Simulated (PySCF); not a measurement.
# C2H5Br (bromoethane): the cost of one run

Computed with PySCF 2.14.0 and routines of our own; the level stands in each step. Atoms count from 0.

### 1 The starting structure

8 atoms, charge 0, multiplicity 1; geometry from: GFN2-xTB.

### 2 Geometry optimisation at PBE0-D3(BJ)/def2-SVP

The job: settings as JSON, then the geometry in Å.

```
{"job": {"xc": "PBE0", "basis": "def2-SVP", "d3": "d3bj", "grid": 1, "maxiter": 30, "shake": 0.01, "kind": "geom"}, "charge": 0, "multiplicity": 1}
C     -0.761460     0.188180    -0.009000
C      0.607310    -0.373840     0.037700
Br     1.947380     1.015800    -0.253200
H     -0.939900     0.672240    -0.985930
H     -1.514000    -0.584940     0.138890
H     -0.917500     0.975930     0.754590
H      0.784170    -1.110920    -0.742840
H      0.849140    -0.801590     1.007320
```

The run is started by

```sh
OMP_NUM_THREADS=1 python heavy_run.py task.json out
```

The driver reads the jobs from task.json and runs them one after another.

**Question.** How long does this first job take on 1 thread of Arm Neoverse V2, shared host, and how much memory does it need?

About 7.2 s, with a peak of 0.36 GiB.
